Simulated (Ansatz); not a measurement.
# K: the cost of one run

Program: Ansatz 0.2.0. Level of theory: DFT r2SCAN, scalar-relativistic, plane waves, PAW. These are calculated values, not measurements.

This is K in the fcc structure; at room conditions it is bcc.

### Step 1. The system as given

The structure is cubic, space group Fm-3m (No. 225). Conventional cell: a = 6.784 Å, b = 6.784 Å, c = 6.784 Å, α = 90.00°, β = 90.00°, γ = 90.00°.

Structure file:

```
CELL_PARAMETERS angstrom
0.00000 3.39187 3.39187
3.39187 0.00000 3.39187
3.39187 3.39187 0.00000
ATOMIC_POSITIONS crystal
K 0.00000 0.00000 0.00000
```

The structure comes from the Materials Project (structure only).

(A quick probe on a coarse mesh, which set the mesh and smearing, is not shown.)

### Step 3. The relaxation

The input, input.yaml:

```yaml
crystal:
  lattice:
    - [0.0, 3.391872818, 3.391872818]
    - [3.391872818, 0.0, 3.391872818]
    - [3.391872818, 3.391872818, 0.0]
  atoms:
    - { symbol: K, position: [0.0, 0.0, 0.0] }
basis:
  ecutwfc: 500
kpoints:
  mp_grid: { grid: [12, 12, 12] }
hamiltonian:
  xc: r2scan
scf:
  occupations: { method: gaussian, width: 0.1 }
output:
  forces: true
  stress: true
  eigenvalues: true
  write_density: true
  write_potential: true
  elf: true
  volumetric_format: npy
relax:
  adjacent_minimum: "off"
  f_tol: 0.005
  max_steps: 80
  cell: { stress_tol: 0.05 }
```

On the command line:

```
$ ansatz run input.yaml --threads 1 --pin off --max-ram 2048MiB --backend cpu --events-out ev --progress --plain --runs-dir out
```

**Question.** How long does this run take on 1 thread of Intel Xeon Platinum 8375C at 2.90GHz (Ice Lake), shared host, and how much memory does it need?

About 33 s, with a peak of 0.65 GiB.
